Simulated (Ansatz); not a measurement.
# H6N2SSn: the cost of one run

Method: RHF/def2-SVP; program: Ansatz 0.2.0.

## Step 1: The system as given

SMILES `[NH2][SnH]([NH2])[SH]`, 10 atoms, charge 0, spin multiplicity 1.

Atoms are counted from 1 here; the program's logs count them from 0.

Bond lengths: N1–Sn2 2.060 Å, N1–H5 1.030 Å, N1–H6 1.029 Å, Sn2–N3 2.059 Å, Sn2–S4 2.458 Å, Sn2–H7 1.741 Å, N3–H8 1.029 Å, N3–H9 1.029 Å, S4–H10 1.363 Å. Angles: Sn2–N1–H5 110.2°, Sn2–N1–H6 111.6°, H5–N1–H6 106.4°, N1–Sn2–N3 101.5°, N1–Sn2–S4 117.9°, N1–Sn2–H7 106.2°, N3–Sn2–S4 101.7°, N3–Sn2–H7 121.3°, S4–Sn2–H7 108.9°, Sn2–N3–H8 111.0°, Sn2–N3–H9 110.8°, H8–N3–H9 106.9°, Sn2–S4–H10 91.9°.

As a file:

```
N    -1.67312    0.85879   -0.06635
Sn    0.28965    0.25085    0.08271
N     0.09807   -1.49639    1.15493
S     1.40684   -0.53648   -1.96048
H    -2.23110    0.14478   -0.55567
H    -1.76042    1.72357   -0.61791
H     1.17142    1.61018    0.71943
H    -0.27182   -1.31184    2.09768
H     1.01204   -1.95297    1.27712
H     2.04165    0.65840   -2.12846
```

This geometry comes from a loose relaxation at PBE in a small basis, which is not shown.

## Step 3: Setting up the map

- dihedral N1–Sn2–N3–H8: 12 values from −180 to 150 °, periodic
- dihedral N1–Sn2–S4–H10: 12 values from −180 to 150 °, periodic

Relaxed at each point: all other coordinates. Energies count from the relaxed molecule at the same level. Points are written as (first, second).

(The set-up runs are not shown.)

## Step 4: The run at (30°, 90°)

Contents of input.yaml:

```yaml
crystal:
  periodic: [false, false, false]
  atoms:
    - { symbol: "N", position_ang: [-1.631295, 0.9027, -0.025114] }
    - { symbol: Sn, position_ang: [0.235166, 0.14258, -0.020341] }
    - { symbol: "N", position_ang: [0.368843, -1.135507, 1.526727] }
    - { symbol: S, position_ang: [1.476958, -0.540449, -2.000143] }
    - { symbol: H, position_ang: [-2.348653, 0.350717, -0.459111] }
    - { symbol: H, position_ang: [-1.740125, 1.837181, -0.375729] }
    - { symbol: H, position_ang: [1.097098, 1.535469, 0.478955] }
    - { symbol: H, position_ang: [-0.492293, -1.589032, 1.769965] }
    - { symbol: H, position_ang: [0.818473, -1.989798, 1.255977] }
    - { symbol: H, position_ang: [2.029296, 0.661106, -2.191797] }
basis:
  gaussian: { orbitals: def2-SVP }
hamiltonian:
  xc: hf
output:
  forces: true
relax:
  f_tol: 0.02
  max_steps: 50
  escape_saddle: false
  constraints: [{ sites: [0, 1, 2, 7] }, { sites: [0, 1, 3, 9] }]
scf:
  lower_state_search: "off"
```

On the command line:

```console
$ ansatz run input.yaml --threads 1 --pin off --max-ram 2560MiB --backend cpu --events-out ev --progress --plain --runs-dir out
```

**Question.** How long does this run take on 1 thread of Arm Neoverse V1, shared host, and how much memory does it need?

About 14 s, with a peak of 0.21 GiB.
